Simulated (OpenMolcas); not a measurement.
**One shape, several levels: CH6AlOSi (SMILES [CH3][Al][O][SiH3])**

Aim: a comparison of 6 runs (UHF/STO-3G, UB3LYP/6-31G*, U-r2SCAN/def2-SVP, UM06-L/def2-SVP, UTPSS/def2-SVP, ROMP2/def2-SVP) of CH6AlOSi. 

The calculation is run with OpenMolcas 26.06.

## 1. The system as given

CH6AlOSi has 10 atoms, charge 0, and is taken as a doublet. As SMILES, `[CH3][Al][O][SiH3]`. The coordinates come from a PBE0-D4/def2-TZVP relaxation. This is one conformer, not always the lowest.

Bond lengths: C1–Al2 1.967 Å, Al2–O3 1.696 Å, O3–Si4 1.625 Å, C1–H5 1.095 Å, C1–H6 1.095 Å, C1–H7 1.091 Å, Si4–H8 1.489 Å, Si4–H9 1.487 Å, Si4–H10 1.488 Å. Some angles: C1–Al2–O3 116.4°, Al2–O3–Si4 163.5°, Al2–C1–H5 108.9°, Al2–C1–H6 109.0°, Al2–C1–H7 113.2°, O3–Si4–H8 111.1°, O3–Si4–H9 110.0°, O3–Si4–H10 110.0°, H5–C1–H6 107.8°, H5–C1–H7 108.9°.

## 2. Energy and forces at UHF/STO-3G (run 1)

Contents of job.input:

```
&gateway
  baslib
  $CurrDir
  coord
  10
  angstrom
  C        0.243800       1.981800      -1.341400
  Al       1.086500       0.300600      -0.766100
  O        0.194200      -0.660700       0.309100
  Si      -0.287900      -1.859400       1.294000
  H       -0.701000       1.751800      -1.844500
  H        0.014800       2.586100      -0.457700
  H        0.869800       2.566000      -2.016900
  H        0.686800      -2.984600       1.283800
  H       -1.611000      -2.377800       0.854700
  H       -0.413000      -1.355000       2.687900
  basis
  STO-3G
  group
  NoSym

&seward

&scf
  uhf
  spin
  2
  thresholds
  1e-10 1e-07 1e-07 1e-05
  prorbitals
  1 2

&alaska
```

The basis set STO-3G is read from a file made from the Basis Set Exchange's data (not shown).

Launch:

```console
$ export MOLCAS_MEM=1860
$ pymolcas job.input > job.log
```

Output:

```text
--- Start Module: gateway ---
[...]
--- Stop Module: gateway /rc=_RC_ALL_IS_WELL_ ---
[...]
      Basis functions           34
[...]
--- Start Module: scf ---
[...]
       Convergence after  15 Iterations
[...]
::    Total SCF energy                               -639.3699161216
[...]
      Total spin, S                                     0.5037414854
[...]
      Total electronic charge=   47.000000
      Total            charge=   -0.000000
[...]
      Dipole Moment (debye):
      Origin of the operator (angstrom)=    0.2936   -0.3428    0.0549
                   X=  1.9467E+00               Y= -5.0468E-01               Z= -7.4887E-01           Total=  2.1460E+00
      Quadrupole Moment (debye*angstrom):
[...]
--- Stop Module: scf /rc=_RC_ALL_IS_WELL_ ---
[...]
--- Start Module: alaska ---
[...]
 *              Molecular gradients               *
 **************************************************
  Irreducible representation: a
 ------------------------------------------------------------------------------------------
                              X                       Y                       Z
 ------------------------------------------------------------------------------------------
  C1                3.26217670330675E-03    1.69390240511076E-02   -1.19363409653932E-02
  AL2               1.51900016101614E-02    1.87558589036585E-02   -1.97219969956812E-02
  O3               -9.91288936796453E-03   -2.42952293042442E-02    2.02814453177738E-02
  SI4               2.20847323927664E-03    1.01917039175010E-02   -7.35265236919069E-03
  H5               -7.80593498619675E-03   -7.45480050471042E-03   -2.90367612910547E-03
  H6               -5.91409659382425E-04    8.78493413195791E-04    1.11642952858024E-02
  H7                6.15125336471789E-03    3.06595244919006E-03   -5.10994071615212E-03
  H8                2.14434835595010E-02   -2.18814267650513E-02   -1.91057245908305E-03
[...]
--- Stop Module: alaska /rc=_RC_ALL_IS_WELL_ ---
[...]
```

Run time: 3.9 s. Hardware: 1 thread of Intel Xeon Platinum 8259CL at 2.50GHz (Skylake/Cascade Lake), shared host; peak memory 0.37 GiB.

## 3. Energy and forces at UB3LYP/6-31G(d) (Cartesian functions) (run 2)

Contents of struct.xyz:

```xyz
10

C      0.243800     1.981800    -1.341400
Al     1.086500     0.300600    -0.766100
O      0.194200    -0.660700     0.309100
Si    -0.287900    -1.859400     1.294000
H     -0.701000     1.751800    -1.844500
H      0.014800     2.586100    -0.457700
H      0.869800     2.566000    -2.016900
H      0.686800    -2.984600     1.283800
H     -1.611000    -2.377800     0.854700
H     -0.413000    -1.355000     2.687900
```

Contents of run.inp:

```
* CH6AlOSi Kohn-Sham DFT
&GATEWAY
BasLib=$CurrDir
Coord=struct.xyz
Basis=6-31Gs
Group=NoSym
&SEWARD
GridInput
Grid=UltraFine
End of Grid
&SCF
UHF
Spin=2
KSDFT=B3LYP
Thresholds=1e-10 1e-07 1e-07 1e-05
PrOrbitals=1 1
&ALASKA
```

The basis set 6-31G* is read from a file made from the Basis Set Exchange's data (not shown).

Launch:

```console
$ export MOLCAS_MEM=1860
$ pymolcas run.inp > run.log
```

Output:

```text
--- Start Module: gateway ---
[...]
--- Stop Module: gateway /rc=_RC_ALL_IS_WELL_ ---
[...]
      Basis functions           80
[...]
--- Start Module: scf ---
[...]
       Convergence after  15 Iterations
[...]
::    Total KS-DFT energy                            -648.9215803563
[...]
      Total spin, S                                     0.5011477841
[...]
      Total electronic charge=   47.000000
      Total            charge=   -0.000000
[...]
      Dipole Moment (debye):
      Origin of the operator (angstrom)=    0.2936   -0.3428    0.0549
                   X=  2.0332E-01               Y=  7.6491E-01               Z= -5.8129E-01           Total=  9.8200E-01
      Quadrupole Moment (debye*angstrom):
[...]
--- Stop Module: scf /rc=_RC_ALL_IS_WELL_ ---
[...]
--- Start Module: alaska ---
[...]
 *              Molecular gradients               *
 **************************************************
  Irreducible representation: a
 ------------------------------------------------------------------------------------------
                              X                       Y                       Z
 ------------------------------------------------------------------------------------------
  C1                1.42274609892712E-03   -2.14326783946106E-03    5.27429121059519E-04
  AL2              -9.04491424249620E-03   -2.55071300120946E-03    6.49253667666194E-03
  O3                2.38383627845806E-03   -2.82511185315304E-03    3.27789949802648E-04
  SI4               3.07840827565897E-03    7.48481488577823E-03   -6.24312968560936E-03
  H5                1.76498711561068E-03   -5.80046343291174E-05    1.16353505367561E-03
  H6                4.61225277908595E-04   -1.57114079493059E-03   -1.32045402392356E-03
  H7               -1.14602460521418E-03   -1.23097858967469E-03    1.32741408817694E-03
  H8                8.89985488474743E-05    1.17179825144831E-03   -7.41743883989177E-04
[...]
--- Stop Module: alaska /rc=_RC_ALL_IS_WELL_ ---
[...]
```

Run time: 69 s. Hardware: 1 thread of Intel Xeon Platinum 8259CL at 2.50GHz (Skylake/Cascade Lake), shared host; peak memory 0.45 GiB.

Run 3 isn't shown in full; the table further down has it.

## 4. A single-point energy at UM06-L/def2-SVP (run 4)

Contents of geom.xyz:

```xyz
10

C      0.243800     1.981800    -1.341400
Al     1.086500     0.300600    -0.766100
O      0.194200    -0.660700     0.309100
Si    -0.287900    -1.859400     1.294000
H     -0.701000     1.751800    -1.844500
H      0.014800     2.586100    -0.457700
H      0.869800     2.566000    -2.016900
H      0.686800    -2.984600     1.283800
H     -1.611000    -2.377800     0.854700
H     -0.413000    -1.355000     2.687900
```

Contents of calc.inp:

```
* CH6AlOSi Kohn-Sham DFT
&gateway
baslib=$CurrDir
coord=geom.xyz
basis=def2-SVP
group=NoSym
&seward
gridinput
Grid=UltraFine
End of Grid
&scf
uhf
spin=2
ksdft=M06L
thresholds=1e-10 1e-07 1e-07 1e-05
prorbitals=1 2
```

The basis set def2-SVP is read from a file made from the Basis Set Exchange's data (not shown).

Launch:

```console
$ export MOLCAS_MEM=1860
$ pymolcas calc.inp > calc.log
```

Output:

```text
--- Start Module: gateway ---
[...]
--- Stop Module: gateway /rc=_RC_ALL_IS_WELL_ ---
--- Start Module: seward ---
[...]
      Basis functions           94
--- Stop Module: seward /rc=_RC_ALL_IS_WELL_ ---
[...]
--- Start Module: scf ---
[...]
       Convergence after  16 Iterations
[...]
::    Total KS-DFT energy                            -648.6314353106
[...]
      Total spin, S                                     0.5015685287
[...]
      Total electronic charge=   47.000000
      Total            charge=   -0.000000
[...]
      Dipole Moment (debye):
      Origin of the operator (angstrom)=    0.2936   -0.3428    0.0549
                   X=  2.4717E-01               Y=  7.2253E-01               Z= -5.8114E-01           Total=  9.5962E-01
      Quadrupole Moment (debye*angstrom):
[...]
--- Stop Module: scf /rc=_RC_ALL_IS_WELL_ ---
[...]
```

Wall time 97 s (1 thread of Intel Xeon Platinum 8259CL at 2.50GHz (Skylake/Cascade Lake), shared host); peak memory 0.52 GiB.

Run 5 isn't shown in full; the table further down has it.

## 5. A single-point energy at ROMP2/def2-SVP (run 6)

Contents of test.inp:

```
&GATEWAY
BasLib=$CurrDir
Coord
10
bohr
C      0.46071523     3.74505923    -2.53487862
Al     2.05318743     0.56805167    -1.44771918
O      0.36698481    -1.24854205     0.58411435
Si    -0.54405215    -3.51375676     2.44530561
H     -1.32469801     3.31042223    -3.48559984
H      0.02796795     4.88702073    -0.86492765
H      1.64368378     4.84903724    -3.81138862
H      1.29786390    -5.64007659     2.42603040
H     -3.04434879    -4.49339078     1.61514892
H     -0.78045689    -2.56057890     5.07939485
Basis=def2-SVP
Group=NoSym
&SEWARD
&SCF
UHF
Spin=2
Thresholds=1e-10 1e-07 1e-07 1e-05
PrOrbitals=1 2
&RASSCF
FileOrb=$Project.UnaOrb
Spin=2
Nactel=1 0 0
Inactive=23
Ras2=1
OutOrbitals=Canonical
OrbListing=Nothing
&CASPT2
IPEA=0.0
Frozen=12
```

The basis set def2-SVP is read from a file made from the Basis Set Exchange's data (not shown).

Launch:

```console
$ export MOLCAS_MEM=1860
$ pymolcas test.inp > test.log
```

Output:

```text
--- Start Module: gateway ---
[...]
--- Stop Module: gateway /rc=_RC_ALL_IS_WELL_ ---
[...]
      Basis functions           94
[...]
       Convergence after  16 Iterations
[...]
::    Total SCF energy                               -646.8916369872
[...]
      Total spin, S                                     0.5026531193
[...]
--- Start Module: rasscf ---
[...]
      Number of active orbitals                  1
[...]
      Spin quantum number                      0.5
[...]
      Active orbitals                            1
[...]
      Number of CSFs                             1
[...]
      Number of root(s) required                 1
[...]
      Convergence after  8 iterations
[...]
      printout of CI-coefficients larger than  0.05 for root  1
      energy=    -646.890488
      conf/sym  1     Coeff  Weight
             1  u   1.00000 1.00000
      Natural orbitals and occupation numbers for root  1
      sym 1:   1.000000
      ************************************************************************************************************************
      *                                                    Final results                                                     *
[...]
::    RASSCF root number  1 Total energy:   -646.89048821
[...]
      Total electronic charge=   47.000000
      Total            charge=   -0.000000
[...]
      Dipole Moment (debye):
      Origin of the operator (angstrom)=    0.2936   -0.3428    0.0549
                   X=  6.2141E-01               Y=  4.7674E-01               Z= -6.3256E-01           Total=  1.0068E+00
      Quadrupole Moment (debye*angstrom):
[...]
--- Stop Module: rasscf /rc=_RC_ALL_IS_WELL_ ---
[...]
--- Start Module: caspt2 ---
[...]
 ###    WARNING: User changed nr of frozen orbitals.                         ###
 ###############################################################################
[...]
      E2 (Variational):          -0.4759263708
      Total energy:            -647.3664145856
[...]
      Reference weight:           0.85997
[...]
::    CASPT2 Root  1     Total energy:   -647.36641459
[...]
--- Stop Module: caspt2 /rc=_RC_ALL_IS_WELL_ ---
[...]
```

Wall time 20 s (1 thread of Intel Xeon Platinum 8259CL at 2.50GHz (Skylake/Cascade Lake), shared host); peak memory 0.52 GiB.

## 6. All runs side by side

```
run                                level  Cartesian functions  integration grid  energy (Eh)  dipole moment (D)  HOMO energy (eV)  LUMO energy (eV)  wall time
  1                           UHF/STO-3G                   no                 –  -639.369916               2.15             -4.31              7.48      3.9 s
  2  UB3LYP/6-31G* (Cartesian functions)                  yes         UltraFine  -648.921580               0.98             -5.05             -2.38       69 s
  3                    U-r2SCAN/def2-SVP                   no         UltraFine  -648.538829               0.96             -4.68             -2.50       91 s
  4                      UM06-L/def2-SVP                   no         UltraFine  -648.631435               0.96             -4.48             -3.17       97 s
  5                       UTPSS/def2-SVP                   no         UltraFine  -648.722169               0.94             -4.53             -2.98       86 s
  6                       ROMP2/def2-SVP                   no                 –  -647.366415                  –                 –                 –       20 s
```

## 7. Outcome

```
           quantity          value
run 6: total energy  -647.36641 Eh
```

Over runs 1, 2, 3, 4, 5 the dipole moment (its size) runs from 0.94 D (UTPSS/def2-SVP) to 2.15 D (UHF/STO-3G). The two ends differ in method and basis. Totals of different functionals can't be ranked against each other. In run 1 the basis is minimal, so the values are rough. All runs together took 6.1 min, the longest 97 s.
